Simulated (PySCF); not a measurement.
**LiZn at other levels of theory**

What do other methods print for LiZn?

Method: method and basis as typed in the scripts; program: PySCF 2.14.0.

9 further runs of the same task are left out: 9 that didn't finish.

### 1 The starting structure

LiZn: 2 atoms, charge 0, spin multiplicity 2.

Bond lengths: Li1–Zn2 2.228 Å.

### 2 The run that the others are compared with

input.py

```python
from pyscf import gto, scf

mol = gto.M(
    atom='Li 0 0 0; Zn 0 0 2.228',
    basis='sto-3g',
    charge=0,
    spin=1,
    symmetry=True,
    verbose=4,
)
mf = scf.UHF(mol)
mf.kernel()
mf.dip_moment()
print('orbital energies (hartree):', [e[max(0, n-3):n+3].round(4) for e, n in zip(mf.mo_energy, mol.nelec)])
```

Started as:

```
> OMP_NUM_THREADS=1 python input.py
```

### 3 Gradient

Run 1 changes step after the SCF: none → gradient.

input.py, as its differences from that of step 2:

```diff
@@ -12,2 +12,3 @@
 mf.kernel()
+mf.nuc_grad_method().kernel()
 mf.dip_moment()
```

### 4 ROHF

Run 2 changes SCF type: UHF → ROHF.

input.py

```python
from pyscf import gto, scf

mol = gto.M(
    atom='Li 0 0 0; Zn 0 0 2.228',
    basis='sto-3g',
    charge=0,
    spin=1,
    symmetry=True,
    verbose=4,
)
mf = scf.ROHF(mol)
mf.kernel()
mf.dip_moment()
print('orbital energies (hartree):', mf.mo_energy[..., max(0, mol.nelec[1]-3):mol.nelec[0]+3].round(4))
```

### 5 MP2

Run 3 changes step after the SCF: none → mp2; frozen orbitals: none → 5.

input.py, as its differences from that of step 2:

```diff
@@ -1,2 +1,2 @@
-from pyscf import gto, scf
+from pyscf import gto, scf, mp
 
@@ -12,2 +12,3 @@
 mf.kernel()
+mp.MP2(mf, frozen=5).kernel()
 mf.dip_moment()
```

### 6 RHF

Run 4 changes SCF type: UHF → RHF.

input.py

```python
from pyscf import gto, scf

mol = gto.M(
    atom='Li 0 0 0; Zn 0 0 2.228',
    basis='sto-3g',
    charge=0,
    spin=1,
    symmetry=True,
    verbose=4,
)
mf = scf.RHF(mol)
mf.kernel()
mf.dip_moment()
print('orbital energies (hartree):', mf.mo_energy[..., max(0, mol.nelec[1]-3):mol.nelec[0]+3].round(4))
```

Before running it: what results should come out? Wanted: for each run, E(SCF); from base; gap, α spin; SCF dipole; after the SCF.

**Answer**, as computed:

| run | E(SCF) (hartree) | from base (eV) | cycles | gap, α spin (eV) | SCF dipole (D) | after the SCF |
| --- | --- | --- | --- | --- | --- | --- |
| base | -1764.363814 | 0 | 25 | 7.49 | 0.42 | n/a |
| gradient | -1764.363814 | 0.0000 | 25 | 7.49 | 0.42 | n/a |
| ROHF | -1764.608023 | -6.6453 | 33 | n/a | 1.21 | n/a |
| MP2 | -1764.363814 | 0.0000 | 25 | 7.49 | 0.42 | MP2 correlation -9.933 eV, core frozen |
| RHF | -1764.608023 | -6.6453 | 33 | n/a | 1.21 | n/a |

In words: The largest comparable shift of the SCF energy, -6.645 eV, comes with the run “ROHF”.
